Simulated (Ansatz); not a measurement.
Crystal: Co4Ge.

```xyz
5
Lattice="1.3125 0.7578 9.8626 -1.3125 0.7578 9.8626 0.0000 -1.5155 9.8626" Properties=species:S:1:pos:R:3 pbc="T T T"
Ge    0.0000    0.0000    0.0000
Co    0.0000    0.0000   17.7184
Co    0.0000    0.0000    5.9271
Co    0.0000    0.0000   23.6609
Co    0.0000    0.0000   11.8695
```

The cell comes from a database or a generator and needn't be the stable form of this composition.

Base run:

| Quantity | Value |
| --- | --- |
| Program | Ansatz 0.2.0 |
| Functional | PBEsol |
| Potentials or basis | Ansatz PAW |
| Cutoff | 420 eV |
| Density cutoff | 1680 eV |
| k mesh | 12 × 12 × 12 |
| Occupations | fermi-dirac, width 0.05 eV |
| Spin | collinear spin, ferromagnetic start |
| Starting moments | [0.0, 2.0, 2.0, 2.0, 2.0] μB |

Its results: band gap on the k mesh none (metal or under the smearing width); pressure -8.6 GPa; net moment 5.90 μB per cell; site moments Ge -0.03; Co +1.32, +1.78 μB; largest force 0.053 eV/Å.

Problem. The run is repeated on the same cell with these changes: functional from PBEsol to r2SCAN; cutoff from 420 eV to 500 eV; density cutoff from 1680 eV to 2000 eV. What comes out?

Solution. Band gap on the k mesh none (metal or under the smearing width); pressure -1.5 GPa; net moment 7.20 μB per cell; site moments Ge +0.01; Co +1.78, +2.05 μB; largest force 0.225 eV/Å.

Caveats: the PAW data sets come from PBE, with cores solved anew for the run's functional, which leaves a small shift of forces and pressure; the magnetic or orbital state may not be the lowest (some runs).

Not every run made on this cell is shown here.
